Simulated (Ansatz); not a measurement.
# ClFH6Si2 (built from SMILES F.[SiH3][SiH2]Cl): a reaction path by the nudged elastic band

Aim: the minimum-energy path between two given structures and its highest point. Both ends were relaxed at PBE0-D4 in triple zeta. A second band with other settings follows.

Computed with Ansatz 0.2.0, Gaussian basis. Level: PBE0-D4/def2-SVP.

23 further runs of the same task are left out: 1 that didn't finish, 22 set aside as unsound or not needed.

**1. The system as given**

The first end: 10 atoms, charge 0, spin multiplicity 1.

Atoms are counted from 1 here; the program's logs count them from 0.

Bond lengths: Si1–Si2 2.343 Å, Si1–H3 1.480 Å, Si1–H4 1.480 Å, Si1–Cl5 2.069 Å, Si2–H8 1.500 Å, Si2–H9 1.485 Å, Si2–H10 1.485 Å, H6–F7 0.927 Å. Angles: Si2–Si1–H3 112.5°, Si2–Si1–H4 112.5°, Si2–Si1–Cl5 105.2°, H3–Si1–H4 111.1°, H3–Si1–Cl5 107.6°, H4–Si1–Cl5 107.6°, Si1–Si2–H8 111.8°, Si1–Si2–H9 110.5°, Si1–Si2–H10 110.5°, H8–Si2–H9 107.0°, H8–Si2–H10 107.0°, H9–Si2–H10 109.9°.

Geometry (Å):

```csv
atom,x (Å),y (Å),z (Å)
Si1,-0.3322,-0.9256,-0.8056
Si2,-0.4414,1.1711,0.2342
H3,-0.5869,-2.0381,0.1371
H4,0.9387,-1.1286,-1.5370
Cl5,-1.8627,-0.9219,-2.1984
H6,1.6939,-0.1149,1.4824
F7,1.9567,-0.9732,1.2522
H8,0.6154,1.3255,1.2873
H9,-0.2279,2.2551,-0.7578
H10,-1.7534,1.3505,0.9056
```

The second end:

```mol
ClFH6Si2
  3D, bonds by distance, orders not assigned

 10  8  0  0  0  0  0  0  0  0999 V2000
    0.3513   -2.2466   -0.8967 Si  0  0
   -0.2872    2.1391    0.8964 Si  0  0
   -0.3518   -3.4412   -0.3921 H   0  0
    1.2027   -2.5115   -2.0718 H   0  0
   -1.0302   -0.8345   -1.3937 Cl  0  0
    0.7191    1.1026    1.2339 H   0  0
    1.2694   -1.6774    0.2686 F   0  0
   -0.0689    3.3379    1.7468 H   0  0
   -0.1517    2.5221   -0.5317 H   0  0
   -1.6525    1.6093    1.1401 H   0  0
  1  3  8  0
  1  4  8  0
  1  5  8  0
  1  7  8  0
  2  6  8  0
  2  8  8  0
  2  9  8  0
  2 10  8  0
M  END
```

**2. The band at PBE0-D4/def2-SVP**

The input, neb/in.yaml:

```yaml
crystal:
  periodic: [false, false, false]
  atoms:
    - {symbol: Si, position_ang: [-0.332190, -0.925555, -0.805636]}
    - {symbol: Si, position_ang: [-0.441369, 1.171120, 0.234161]}
    - {symbol: H, position_ang: [-0.586859, -2.038075, 0.137123]}
    - {symbol: H, position_ang: [0.938692, -1.128608, -1.537009]}
    - {symbol: Cl, position_ang: [-1.862706, -0.921903, -2.198403]}
    - {symbol: H, position_ang: [1.693916, -0.114942, 1.482379]}
    - {symbol: F, position_ang: [1.956704, -0.973169, 1.252177]}
    - {symbol: H, position_ang: [0.615376, 1.325509, 1.287329]}
    - {symbol: H, position_ang: [-0.227941, 2.255059, -0.757815]}
    - {symbol: H, position_ang: [-1.753425, 1.350464, 0.905595]}
basis:
  gaussian: {orbitals: def2-SVP}
hamiltonian: {xc: pbe0, dispersion: d4}
neb:
  images: 5
  climbing: true
  max_iterations: 40
  initial_path: idpp
  final_atoms:
    - {symbol: Si, position_ang: [0.351264, -2.246634, -0.896694]}
    - {symbol: Si, position_ang: [-0.287156, 2.139088, 0.896405]}
    - {symbol: H, position_ang: [-0.351812, -3.441207, -0.392098]}
    - {symbol: H, position_ang: [1.202712, -2.511467, -2.071793]}
    - {symbol: Cl, position_ang: [-1.030185, -0.834492, -1.393686]}
    - {symbol: H, position_ang: [0.719146, 1.102615, 1.233851]}
    - {symbol: F, position_ang: [1.269411, -1.677353, 0.268606]}
    - {symbol: H, position_ang: [-0.068900, 3.337938, 1.746826]}
    - {symbol: H, position_ang: [-0.151742, 2.522093, -0.531654]}
    - {symbol: H, position_ang: [-1.652539, 1.609317, 1.140136]}
```

Launch:

```sh
ansatz run in.yaml --threads 4 --pin off --events-out ev --progress --plain --max-ram 9574MiB
```

Output, shortened:

```text
Functional definition: PBE0
  name "PBE0"
  cite "Adamo & Barone, J. Chem. Phys. 110, 6158 (1999) doi:10.1063/1.478522"
  cite "Perdew, Burke & Ernzerhof, Phys. Rev. Lett. 77, 3865 (1996) doi:10.1103/PhysRevLett.77.3865"
  parent pbe
[...]
994 factors; integrals over basis functions are off by at most 3.0e-4 eV
[...]
mean field -31068.88773965 eV, -1141.7605651835 hartree, gradient 2.9e-5 eV, S^2 0.000000; 0 other end points of the search recorded, 0 dependent functions left out
[...]
reference -31068.88776528 eV, -1141.7605661255 hartree; 30, 30 occupied and 68, 68 virtual orbitals, 994 factors
[... from here to the last solve, the lines of the solves are left out (110 solves) ...]
WARN: NEB end point (image 0): max|allowed force component| = 2.240e-1 eV/Å (the criterion of neb.relax_end_points is 1.000e-2). That is over neb.f_tol: it is no minimum, so the barrier can be far off. Relax it first
WARN: NEB end point (image 6): max|allowed force component| = 7.632e-1 eV/Å (the criterion of neb.relax_end_points is 1.000e-2). That is over neb.f_tol: it is no minimum, so the barrier can be far off. Relax it first
NEB iter   1: max|band force component| = 5.021e0 eV/Å  barrier→ = 4.8997 eV  barrier← = 6.0491 eV  Δτ_max = 0.2000 Å  (179 SCF iters)
[...]
NEB iter   4: max|band force component| = 3.925e0 eV/Å  barrier→ = 1.9989 eV  barrier← = 3.1483 eV  Δτ_max = 0.2000 Å  (130 SCF iters)
[...]
NEB iter   7: max|band force component| = 8.732e-1 eV/Å  barrier→ = 1.2844 eV  barrier← = 2.4338 eV  CI = image 2  Δτ_max = 0.2000 Å  (117 SCF iters)
[...]
NEB iter  10: max|band force component| = 5.236e-1 eV/Å  barrier→ = 1.4128 eV  barrier← = 2.5622 eV  CI = image 2  Δτ_max = 0.1152 Å  (119 SCF iters)
[...]
NEB iter  13: max|band force component| = 9.442e-2 eV/Å  barrier→ = 1.4326 eV  barrier← = 2.5820 eV  CI = image 2  Δτ_max = 0.0143 Å  (104 SCF iters)
NEB iter  14: max|band force component| = 5.088e-2 eV/Å  barrier→ = 1.4317 eV  barrier← = 2.5811 eV  CI = image 2  Δτ_max = 0.0056 Å  (107 SCF iters)
[...]
NEB iter  15: max|band force component| = 2.495e-2 eV/Å  barrier→ = 1.4316 eV  barrier← = 2.5810 eV  CI = image 2  CI's point: of a kind that is not told: the force calls were inconclusive, a negative curvature could not be distinguished from the path's own, the only one lies far off the [...]
Total energy: -31067.64082959 eV, -1141.7147420842 hartree
Atom 0 at     0.108857    -1.126776    -0.513579 Å, force    -0.019073    -0.001387    -0.018115 eV/Å
Atom 1 at    -0.262042     1.282193     0.458105 Å, force     0.000296     0.001157     0.000974 eV/Å
Atom 2 at    -0.526065    -2.264867     0.184994 Å, force     0.000270    -0.000372     0.004017 eV/Å
Atom 3 at     1.101512    -1.296206    -1.596312 Å, force     0.003626     0.001701     0.000246 eV/Å
Atom 4 at    -1.561233    -0.480927    -1.688343 Å, force     0.024563    -0.005900     0.019201 eV/Å
Atom 5 at     0.825968    -0.097070     0.701527 Å, force    -0.003413     0.013186     0.004157 eV/Å
Atom 6 at     1.516228    -1.115468     0.778404 Å, force    -0.003948    -0.009837    -0.009040 eV/Å
Atom 7 at     0.559429     1.905838     1.547946 Å, force     0.000425     0.000289     0.000539 eV/Å
Atom 8 at    -0.097981     2.063193    -0.793830 Å, force    -0.001327     0.000589    -0.001031 eV/Å
Atom 9 at    -1.664473     1.129991     0.920989 Å, force    -0.001420     0.000574    -0.000946 eV/Å
Dipole moment:     0.054495     0.167632     0.140972 e Å
```

It took 1.9 min on 4 threads of Arm Neoverse V1, shared host.

The last band:

```csv
image,path (Å),energy (kcal/mol),Si1–F7 (Å),Si2–H6 (Å),Si1–Si2 (Å),H6–F7 (Å)
0,0.00,0.0,3.08,2.79,2.34,0.93
1,0.94,6.1,2.46,2.27,2.38,0.94
2,1.87,33.0,1.91,1.77,2.62,1.23
3,2.79,3.3,1.66,1.50,3.20,1.84
4,3.70,-16.0,1.63,1.47,3.75,1.98
5,4.61,-26.0,1.62,1.49,4.27,2.31
6,5.53,-26.5,1.59,1.48,4.78,2.99
```

The highest image, 2:

```
Si    0.1089   -1.1268   -0.5136
Si   -0.2620    1.2822    0.4581
H    -0.5261   -2.2649    0.1850
H     1.1015   -1.2962   -1.5963
Cl   -1.5612   -0.4809   -1.6883
H     0.8260   -0.0971    0.7015
F     1.5162   -1.1155    0.7784
H     0.5594    1.9058    1.5479
H    -0.0980    2.0632   -0.7938
H    -1.6645    1.1300    0.9210
```

**3. The band at wB97X-V/def2-SVP, other settings**

Changes to neb/in.yaml since step 2:

```diff
@@ -15,8 +15,9 @@
   gaussian: {orbitals: def2-SVP}
-hamiltonian: {xc: pbe0, dispersion: d4}
+hamiltonian: {xc: {name: wB97X-V}}
 neb:
-  images: 5
+  images: 3
   climbing: true
-  max_iterations: 40
+  max_iterations: 60
   initial_path: idpp
+  max_displacement: 0.05
   final_atoms:
```

Launch:

```sh
ansatz run in.yaml --threads 4 --pin off --events-out ev --progress --plain --max-ram 9574MiB
```

Output:

```text
Functional definition: wB97X-V
  name "wB97X-V"
  cite "Mardirossian & Head-Gordon, Phys. Chem. Chem. Phys. 16, 9904 (2014) doi:10.1039/C3CP54374A"
  cite "Becke, J. Chem. Phys. 107, 8554 (1997) doi:10.1063/1.475007"
  cite "Vydrov & Van Voorhis, J. Chem. Phys. 133, 244103 (2010) doi:10.1063/1.3521275"
  parameter omega = 0.3/bohr
  parameter cx = 0.167
  parameter cx1 = 0.603
  parameter cx2 = 1.194
  parameter css0 = 0.556
  parameter css1 = -0.257
  parameter cos0 = 1.219
  parameter cos1 = -1.850
  parameter b = 6.0
  parameter c = 0.01
  exchange = spin_sum(e_x_unif_sr(omega)*poly(b97_u_x, 1 - cx, cx1, cx2)) + cx*exact_x_sr(omega) + exact_x_lr(omega)
  correlation = spin_sum(e_c_pw_same_spin*poly(b97_u_same, css0, css1))
      + integral(e_c_pw_opposite_spin*poly(b97_u_opposite, cos0, cos1)) + vv10(b, c)
994 factors; integrals over basis functions are off by at most 3.0e-4 eV
381 factors; integrals over basis functions are off by at most 4.1e-7 eV
mean field evaluation 1: about -31075.3430 eV, gradient 2.9e1 eV
mean field evaluation 2: about -31076.0086 eV, gradient 2.7e1 eV
mean field evaluation 4: about -31077.0411 eV, gradient 7.7e-1 eV
mean field evaluation 8: about -31077.0516 eV, gradient 5.8e-3 eV
mean field -31077.05156293 eV, -1142.0605801554 hartree, gradient 8.0e-5 eV, S^2 0.000000; 0 other end points of the search recorded, 0 dependent functions left out
the calculation of the forces begins
reference -31077.05156124 eV, -1142.0605800933 hartree; 30, 30 occupied and 68, 68 virtual orbitals, 994 factors
[... from here to the last solve, the lines of the solves are left out (123 solves) ...]
WARN: NEB end point (image 0): max|allowed force component| = 2.171e-1 eV/Å (the criterion of neb.relax_end_points is 1.000e-2). That is over neb.f_tol: it is no minimum, so the barrier can be far off. Relax it first
WARN: NEB end point (image 4): max|allowed force component| = 8.211e-1 eV/Å (the criterion of neb.relax_end_points is 1.000e-2). That is over neb.f_tol: it is no minimum, so the barrier can be far off. Relax it first
NEB iter   1: max|band force component| = 4.551e0 eV/Å  barrier→ = 4.9951 eV  barrier← = 6.3433 eV  Δτ_max = 0.0492 Å  (133 SCF iters)
NEB iter   2: max|band force component| = 4.573e0 eV/Å  barrier→ = 4.5037 eV  barrier← = 5.8519 eV  Δτ_max = 0.0500 Å  (90 SCF iters)
NEB iter   3: max|band force component| = 4.537e0 eV/Å  barrier→ = 4.1328 eV  barrier← = 5.4811 eV  Δτ_max = 0.0500 Å  (88 SCF iters)
NEB iter   4: max|band force component| = 4.383e0 eV/Å  barrier→ = 3.5734 eV  barrier← = 4.9216 eV  Δτ_max = 0.0500 Å  (89 SCF iters)
NEB iter   5: max|band force component| = 4.248e0 eV/Å  barrier→ = 3.0001 eV  barrier← = 4.3483 eV  Δτ_max = 0.0500 Å  (87 SCF iters)
NEB iter   6: max|band force component| = 4.011e0 eV/Å  barrier→ = 2.5996 eV  barrier← = 3.9478 eV  Δτ_max = 0.0500 Å  (80 SCF iters)
NEB iter   7: max|band force component| = 3.330e0 eV/Å  barrier→ = 2.0640 eV  barrier← = 3.4123 eV  Δτ_max = 0.0500 Å  (81 SCF iters)
NEB iter   8: max|band force component| = 2.740e0 eV/Å  barrier→ = 1.5622 eV  barrier← = 2.9105 eV  Δτ_max = 0.0500 Å  (79 SCF iters)
NEB iter   9: max|band force component| = 1.970e0 eV/Å  barrier→ = 1.2702 eV  barrier← = 2.6184 eV  Δτ_max = 0.0500 Å  (79 SCF iters)
NEB iter  10: max|band force component| = 7.584e-1 eV/Å  barrier→ = 1.0976 eV  barrier← = 2.4458 eV  Δτ_max = 0.0500 Å  (80 SCF iters)
NEB iter  11: max|band force component| = 5.549e-1 eV/Å  barrier→ = 0.9683 eV  barrier← = 2.3166 eV  Δτ_max = 0.0500 Å  (75 SCF iters)
NEB iter  12: max|band force component| = 1.081e0 eV/Å  barrier→ = 0.8489 eV  barrier← = 2.1972 eV  CI = image 1  Δτ_max = 0.0500 Å  (74 SCF iters)
NEB iter  13: max|band force component| = 1.058e0 eV/Å  barrier→ = 0.8737 eV  barrier← = 2.2220 eV  CI = image 1  Δτ_max = 0.0500 Å  (74 SCF iters)
NEB iter  14: max|band force component| = 1.084e0 eV/Å  barrier→ = 0.8747 eV  barrier← = 2.2229 eV  CI = image 1  Δτ_max = 0.0500 Å  (75 SCF iters)
NEB iter  15: max|band force component| = 1.191e0 eV/Å  barrier→ = 0.9189 eV  barrier← = 2.2671 eV  CI = image 1  Δτ_max = 0.0500 Å  (75 SCF iters)
NEB iter  16: max|band force component| = 1.359e0 eV/Å  barrier→ = 0.9865 eV  barrier← = 2.3347 eV  CI = image 1  Δτ_max = 0.0500 Å  (75 SCF iters)
NEB iter  17: max|band force component| = 1.370e0 eV/Å  barrier→ = 1.0306 eV  barrier← = 2.3789 eV  CI = image 1  Δτ_max = 0.0500 Å  (76 SCF iters)
NEB iter  18: max|band force component| = 1.410e0 eV/Å  barrier→ = 1.1103 eV  barrier← = 2.4585 eV  CI = image 1  Δτ_max = 0.0500 Å  (77 SCF iters)
NEB iter  19: max|band force component| = 1.375e0 eV/Å  barrier→ = 1.1697 eV  barrier← = 2.5179 eV  CI = image 1  Δτ_max = 0.0500 Å  (76 SCF iters)
NEB iter  20: max|band force component| = 1.263e0 eV/Å  barrier→ = 1.2213 eV  barrier← = 2.5696 eV  CI = image 1  Δτ_max = 0.0500 Å  (75 SCF iters)
NEB iter  21: max|band force component| = 1.148e0 eV/Å  barrier→ = 1.2641 eV  barrier← = 2.6124 eV  CI = image 1  Δτ_max = 0.0500 Å  (73 SCF iters)
NEB iter  22: max|band force component| = 1.017e0 eV/Å  barrier→ = 1.3106 eV  barrier← = 2.6588 eV  CI = image 1  Δτ_max = 0.0500 Å  (75 SCF iters)
NEB iter  23: max|band force component| = 9.093e-1 eV/Å  barrier→ = 1.3591 eV  barrier← = 2.7073 eV  CI = image 1  Δτ_max = 0.0500 Å  (71 SCF iters)
NEB iter  24: max|band force component| = 8.175e-1 eV/Å  barrier→ = 1.4124 eV  barrier← = 2.7607 eV  CI = image 1  Δτ_max = 0.0500 Å  (76 SCF iters)
NEB iter  25: max|band force component| = 6.942e-1 eV/Å  barrier→ = 1.4655 eV  barrier← = 2.8137 eV  CI = image 1  Δτ_max = 0.0500 Å  (75 SCF iters)
NEB iter  26: max|band force component| = 5.721e-1 eV/Å  barrier→ = 1.4901 eV  barrier← = 2.8383 eV  CI = image 1  Δτ_max = 0.0500 Å  (75 SCF iters)
NEB iter  27: max|band force component| = 4.375e-1 eV/Å  barrier→ = 1.5121 eV  barrier← = 2.8603 eV  CI = image 1  Δτ_max = 0.0500 Å  (74 SCF iters)
NEB iter  28: max|band force component| = 2.531e-1 eV/Å  barrier→ = 1.5287 eV  barrier← = 2.8769 eV  CI = image 1  Δτ_max = 0.0469 Å  (76 SCF iters)
NEB iter  29: max|band force component| = 6.381e-2 eV/Å  barrier→ = 1.5402 eV  barrier← = 2.8885 eV  CI = image 1  Δτ_max = 0.0163 Å  (73 SCF iters)
381 factors; integrals over basis functions are off by at most 3.8e-7 eV
mean field -31075.54251256 eV, -1142.0051235772 hartree, gradient 1.2e-6 eV, S^2 0.000000; 0 other end points of the search recorded, 0 dependent functions left out
the calculation of the forces begins
reference -31075.54251086 eV, -1142.0051235148 hartree; 30, 30 occupied and 68, 68 virtual orbitals, 994 factors
NEB iter  30: max|band force component| = 2.927e-2 eV/Å  barrier→ = 1.5398 eV  barrier← = 2.8880 eV  CI = image 1  CI's point: of a kind that is not told: the force calls were inconclusive, a negative curvature could not be distinguished from the path's own, the only one lies far off the path, or fixed occupations may fill a level only in part  Δτ_max = 0.0000 Å  (782 SCF iters)
Total energy: -31075.51178744 eV, -1142.0039944502 hartree
Atom 0 at     0.108501    -1.125113    -0.513260 Å, force    -0.008072    -0.025727    -0.017469 eV/Å
Atom 1 at    -0.265202     1.281573     0.455337 Å, force    -0.011653     0.031501     0.003394 eV/Å
Atom 2 at    -0.517665    -2.259670     0.193664 Å, force    -0.001595    -0.004733     0.002458 eV/Å
Atom 3 at     1.108351    -1.291906    -1.586349 Å, force     0.003753    -0.000378    -0.003870 eV/Å
Atom 4 at    -1.557099    -0.500061    -1.694404 Å, force     0.011518     0.008148     0.014223 eV/Å
Atom 5 at     0.827673    -0.101472     0.700643 Å, force     0.009184    -0.003747     0.008097 eV/Å
Atom 6 at     1.519319    -1.105027     0.786470 Å, force    -0.009794     0.015568    -0.001648 eV/Å
Atom 7 at     0.549063     1.910689     1.540694 Å, force     0.015272    -0.004602     0.011345 eV/Å
Atom 8 at    -0.105730     2.059664    -0.796313 Å, force    -0.000758    -0.004599    -0.011998 eV/Å
Atom 9 at    -1.667012     1.131222     0.913418 Å, force    -0.007855    -0.011432    -0.004533 eV/Å
Dipole moment:     0.066868     0.172947     0.155192 e Å
```

Wall time 7 min (4 threads of Arm Neoverse V1, shared host).

The last band:

```csv
image,path (Å),energy (kcal/mol),Si1–F7 (Å),Si2–H6 (Å),Si1–Si2 (Å),H6–F7 (Å)
0,0.00,0.0,3.08,2.79,2.34,0.93
1,1.83,35.5,1.92,1.78,2.62,1.22
2,3.03,-6.4,1.65,1.48,3.40,1.85
3,4.22,-28.8,1.62,1.48,4.10,2.17
4,5.41,-31.1,1.59,1.48,4.78,2.99
```

The highest image, 1:

```
Si    0.10850   -1.12511   -0.51326
Si   -0.26520    1.28157    0.45534
H    -0.51767   -2.25967    0.19366
H     1.10835   -1.29191   -1.58635
Cl   -1.55710   -0.50006   -1.69440
H     0.82767   -0.10147    0.70064
F     1.51932   -1.10503    0.78647
H     0.54906    1.91069    1.54069
H    -0.10573    2.05966   -0.79631
H    -1.66701    1.13122    0.91342
```

**4. Summary of results**

```
                                                                       quantity                                                     value
                                                PBE0-D4/def2-SVP, 15 iterations  highest 33.0 kcal/mol (image 2), last end -26.5 kcal/mol
                                                wB97X-V/def2-SVP, 30 iterations  highest 35.5 kcal/mol (image 1), last end -31.1 kcal/mol
from earlier runs: barrier over the separately found saddle, CCSD(T)/def2-TZVPP                                             38.3 kcal/mol
```

In words: The highest image lies 33.0 kcal/mol above the first end, and it climbed, so it estimates the saddle. The ends are not quite minima at this level (largest force component 0.76 eV/Å), so the heights are unreliable: relaxing the first end would lower it and raise the barrier above it. The highest image is 5.2 kcal/mol below the CCSD(T) barrier in triple zeta, which comes from separate runs on the saddle. The second band's highest image lies at 35.5 kcal/mol; the levels differ.
